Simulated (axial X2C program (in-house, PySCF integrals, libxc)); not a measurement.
**VK: EOM-EE-CCSD levels**

Wanted for VK: EOM-EE-CCSD levels, at the two-component level.

Method: two-component X2C with atomic mean-field terms, V dyall-acv3z, K dyall-acv3z; program: an in-house X2C program for linear molecules on PySCF integrals.

All values are calculated.

### 1 The job

task.json reads:

```json
{
 "zs": [
  23,
  19
 ],
 "q": 0,
 "bas": [
  "dyall-acv3z",
  "dyall-acv3z"
 ],
 "r0": 3.3,
 "eom": "ee",
 "thr": -2.0,
 "nmax": 88
}
```

Keys: zs atomic numbers; q charge; bas basis sets; r0 starting distance in Å; eom kind of EOM run; thr threshold in hartree for freezing inner shells (an s shell follows its p shell); nmax most natural virtual spinors.

On the command line:

```sh
python soeom.py task.json out
```

The runs that follow: EOM-EE-CCSD at 3.438 Å.

What does the calculation give? Wanted: next root led by one particle; T1 of the reference.

The runs gave:

| quantity | value |
| --- | --- |
| lowest root at 3.438 Å | Ω = 0⁻, 0.433 eV |
| next root led by one particle | Ω = 1, about 490 cm⁻¹ higher |
| T1 of the reference | 0.054 |

In words: The lowest root lies 0.43 eV above the closed-shell reference. The closed-shell reference lies 2.40 eV above the lowest determinant found, so these energies count from an excited configuration. Errors of 0.1 to 0.3 eV are usual at this size, and roots led by higher excitations are left out, so the list is incomplete, and low states of that kind can be missing. T1 or the largest double amplitude of the reference is raised, which lowers the reliability.
